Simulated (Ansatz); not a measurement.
**Pd: stress in a strained cell**

Pd is deformed so: zz strain of +2 %. What stress and forces result, by LAPW, PAW and all-electron datasets made for the crystal?

Method: DFT PBEsol, scalar-relativistic, in Ansatz 0.2.0.

## 1. The system as given

It takes space group Fm-3m (No. 225, cubic). The conventional cell has a = 3.890 Å, b = 3.890 Å, c = 3.890 Å, α = 90.00°, β = 90.00°, γ = 90.00°. Around Pd (site symmetry m-3m) lie 12 Pd at 2.75 Å.

Coordinates:

```cif
data_structure
_symmetry_space_group_name_H-M 'P 1'
_symmetry_Int_Tables_number 1
_cell_length_a 2.7505
_cell_length_b 2.7505
_cell_length_c 2.7505
_cell_angle_alpha 60.000
_cell_angle_beta 60.000
_cell_angle_gamma 60.000
_cell_volume 14.71
loop_
_atom_site_label
_atom_site_type_symbol
_atom_site_fract_x
_atom_site_fract_y
_atom_site_fract_z
_atom_site_occupancy
Pd1 Pd 0.00000 0.00000 0.00000 1
```

## 2. After the deformation

Space group Fm-3m before, I4/mmm after.

## 3. All-electron LAPW

Input file input.yaml:

```yaml
crystal:
  lattice:
    - [0.0, 1.9449, 1.983798]
    - [1.9449, 0.0, 1.983798]
    - [1.9449, 1.9449, 0.0]
  atoms:
    - { symbol: Pd, position: [0.0, 0.0, 0.0] }
kpoints:
  mp_grid: { grid: [18, 18, 18] }
  band_path:
    path:
      - [0.0, 0.0, 0.0]
      - [0.0, 0.5, 0.5]
      - [0.25, 0.75, 0.5]
      - [0.0, 0.5, 0.0]
      - [0.0, 0.0, 0.0]
      - [0.5, 0.5, 0.0]
      - [0.3701460977, 0.6298539023, 0.0]
      - [-0.3701460977, 0.3701460977, 0.0]
      - [0.0, 0.0, 0.0]
    npoints: 5
scf:
  occupations: { method: fermi_dirac, width: 0.05 }
hamiltonian:
  xc: pbesol
  pseudopotentials: { kind: all_electron, lapw: { basis_error: 0.00025 } }
output:
  forces: true
  stress: true
  eigenvalues: true
```

Launch:

```console
> ansatz run input.yaml --threads 1 --pin off --max-ram 3072MiB --backend cpu --events-out ev --progress --plain --runs-dir out
```

## 4. Frozen-core PAW

Input file input.yaml:

```yaml
crystal:
  lattice:
    - [0.0, 1.9449, 1.983798]
    - [1.9449, 0.0, 1.983798]
    - [1.9449, 1.9449, 0.0]
  atoms:
    - { symbol: Pd, position: [0.0, 0.0, 0.0] }
kpoints:
  mp_grid: { grid: [18, 18, 18] }
scf:
  occupations: { method: fermi_dirac, width: 0.05 }
hamiltonian:
  xc: pbesol
  pseudopotentials: { kind: paw }
output:
  forces: true
  stress: true
  eigenvalues: true
  efg: { contact_densities: true }
```

## 5. Datasets made for this crystal

input.yaml: that of step 4 with these lines changed.

```diff
@@ -13,3 +13,3 @@
   xc: pbesol
-  pseudopotentials: { kind: paw }
+  pseudopotentials: { kind: all_electron, datasets: crystal }
 output:
```

(Steps that only read results are left out.)

What does the calculation give? Wanted: pressure; largest shear or deviatoric stress.

**Answer**, as computed:

| quantity | value |
| --- | --- |
| pressure | LAPW -5.85, PAW -5.79, crystal datasets -5.84 GPa |
| largest shear or deviatoric stress (LAPW) | 0.82 GPa |

The largest part of the stress beyond the pressure is 0.82 GPa in size, in the zz component. No run of the undeformed cell stands beside it, so the pressure holds what the given cell had before the change. PAW: stress within 0.06 GPa of LAPW. Crystal datasets: stress within 0.01 GPa of LAPW.
